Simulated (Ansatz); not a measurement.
I need a geometry optimisation of CH₅ISn, SMILES [CH3][SnH2][I]. Use the Python package of Ansatz (0.2.0). Use: PBE, def2-SVP basis, multiplicity 1.

```json
{"atom": "C", "x (Å)": "-0.8668", "y (Å)": "0.6816", "z (Å)": "-0.2588"}
{"atom": "Sn", "x (Å)": "0.5819", "y (Å)": "-0.7466", "z (Å)": "0.1519"}
{"atom": "I", "x (Å)": "2.8132", "y (Å)": "0.5088", "z (Å)": "1.0233"}
{"atom": "H", "x (Å)": "-0.4684", "y (Å)": "1.4302", "z (Å)": "-1.0562"}
{"atom": "H", "x (Å)": "-1.8335", "y (Å)": "0.2150", "z (Å)": "-0.6480"}
{"atom": "H", "x (Å)": "-1.1427", "y (Å)": "1.3139", "z (Å)": "0.6512"}
{"atom": "H", "x (Å)": "0.0245", "y (Å)": "-1.8333", "z (Å)": "1.3924"}
{"atom": "H", "x (Å)": "0.9839", "y (Å)": "-1.6267", "z (Å)": "-1.3116"}
```

Script `run_opt.py`:
```python
"""Relax the CH5ISn molecule."""

import itertools

import ansatz
from ase.data import atomic_numbers, covalent_radii
import numpy as np

ch5isn = (
    ansatz.Crystal.molecule()
    .atom("C", [-0.8668, 0.6816, -0.2588])
    .atom("Sn", [0.5819, -0.7466, 0.1519])
    .atom("I", [2.8132, 0.5088, 1.0233])
    .atom("H", [-0.4684, 1.4302, -1.0562])
    .atom("H", [-1.8335, 0.215, -0.648])
    .atom("H", [-1.1427, 1.3139, 0.6512])
    .atom("H", [0.0245, -1.8333, 1.3924])
    .atom("H", [0.9839, -1.6267, -1.3116])
)

setup = (
    ch5isn.calculation()
    .basis(gaussian="def2-SVP")
    .functional("PBE")
)
symbols = [site.symbol for site in ch5isn.cartesian_sites]
start = np.array([site.position_ang for site in ch5isn.cartesian_sites], dtype=float)
report = setup.relax(force_tolerance=0.005).run(threads=1).report
end = np.array(report["positions_ang"])

for key in ("converged", "free_energy_ev", "reference_energy_ev", "n_frozen", "n_occupied", "n_virtual"):
    print(f"{key:22s} {report[key]}")

# pairs closer than 1.2 times the sum of covalent radii, before or after
radius = [covalent_radii[atomic_numbers[s]] for s in symbols]
span = lambda where, i, j: np.linalg.norm(where[i] - where[j])
bonded = [(i, j) for i, j in itertools.combinations(range(len(symbols)), 2) if min(span(start, i, j), span(end, i, j)) < 1.2 * (radius[i] + radius[j])]
print("pair        before    after (A)")
for i, j in bonded:
    print(f"{symbols[i]}{i}-{symbols[j]}{j}".ljust(10), f"{span(start, i, j):8.4f} {span(end, i, j):8.4f}")

charges = report["charge_distribution"]
dipole = np.array(charges["dipole_moment_e_ang"]) * 4.803205
print("dipole (D): {:.3f} {:.3f} {:.3f}, length {:.3f}".format(*dipole, np.linalg.norm(dipole)))
print("atom  Mulliken   Lowdin")
for symbol, m, l in zip(symbols, charges["mulliken_charges_e"], charges["lowdin_charges_e"]):
    print(f"{symbol:4s} {m:9.3f} {l:8.3f}")
```

```console
$ python run_opt.py
converged              True
free_energy_ev         -15048.49849548348
reference_energy_ev    -15048.49849548348
n_frozen               0
n_occupied             [29, 29]
n_virtual              [62, 62]
pair        before    after (A)
C0-Sn1       2.0754   2.1651
C0-H3        1.1640   1.1059
C0-H4        1.1418   1.1076
C0-H5        1.1419   1.1059
Sn1-I2       2.7045   2.7348
Sn1-H6       1.7408   1.7300
Sn1-H7       1.7544   1.7300
dipole (D): -2.498 -0.375 -0.919, length 2.688
atom  Mulliken   Lowdin
C       -0.281   -0.104
Sn       0.383    0.156
I       -0.240    0.011
H        0.083    0.024
H        0.074    0.023
H        0.083    0.024
H       -0.051   -0.067
H       -0.051   -0.067
```

What to keep in mind:
- Total energies depend on the basis set; only differences at equal settings carry meaning.
- The end point is the stationary point reached from this start; no frequency run checks that it is a minimum, and the basis set is modest.
- def2 sets replace the cores of elements past krypton by effective core potentials.
- The Löwdin charges here are taken after orthogonalising the functions within each atom; they differ from plain Löwdin charges, and their signs can be unphysical.
- Run time: 16 s on 1 thread of Arm Neoverse V2 (shared host), peak memory 0.2 GiB.

(Lines on the test bed's own set-up are left out of the output.)
